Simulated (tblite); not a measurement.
# C6H14N2Si2: the cost of one run

Programs: tblite 0.8.0 and PySCF 2.14.0, with density-fitted response routines of our own. Each step states its level of theory. These are calculated values for one molecule, in the gas phase or a continuum, unless marked as measured. Atoms count from 0, in the outputs and in this text.

## 1. Starting geometry

24 atoms, charge 0, multiplicity 1; geometry from: force field or distance geometry start.

Bonds of the start (Å): C0–N1 1.40, N1–C2 1.39, N1–Si3 1.74, Si3–C4 1.83, C4–C5 1.30, C5–Si6 1.84, Si6–N7 1.81, Si6–C8 1.84, C8–C9 1.34, C9–Si3 1.84, C0–H10 1.11, C0–H11 1.11, C0–H12 1.12, C2–H13 1.12, C2–H14 1.13, C2–H15 1.12, Si3–H16 1.49, C4–H17 1.10, C5–H18 1.08, Si6–H19 1.48, N7–H20 1.04, N7–H21 1.05, C8–H22 1.12, C9–H23 1.10.

## 2. Optimising the geometry with GFN2-xTB

Job settings and geometry (Å):

```
{"job": {"kind": "relax", "xc": "GFN2-xTB", "basis": "xTB"}, "charge": 0, "multiplicity": 1}
C     -3.309300    -0.472700     0.170300
N     -2.117700     0.195500    -0.136400
C     -2.098200     1.561800    -0.402000
Si    -0.620800    -0.652200     0.131000
C      0.348900    -0.732600    -1.420000
C      1.652800    -0.714200    -1.468400
Si     2.684000    -0.611800     0.058000
N      4.017400     0.561400    -0.285800
C      1.712400    -0.043400     1.513700
C      0.374000    -0.055800     1.557000
H     -3.085900    -1.406700     0.720800
H     -3.788200    -0.789500    -0.784600
H     -4.003400     0.169400     0.768700
H     -3.152400     1.906000    -0.556100
H     -1.600300     1.806100    -1.383600
H     -1.661900     2.235500     0.383400
H     -0.952600    -2.065900     0.458300
H     -0.207800    -0.796100    -2.371500
H      2.151500    -0.755700    -2.423000
H      3.282700    -1.938900     0.336900
H      4.694900     0.451400     0.490800
H      3.572200     1.513700    -0.244900
H      2.218500     0.350500     2.426700
H     -0.122400     0.304100     2.468100
```

On the command line:

```sh
$ OMP_NUM_THREADS=1 python probes_run.py task.json out
```

This one command runs all jobs of the session in turn.

**Question.** How long does this first job take on 1 thread of Arm Neoverse V2, shared host, and how much memory does it need?

About 2 s, with a peak of 0.18 GiB.
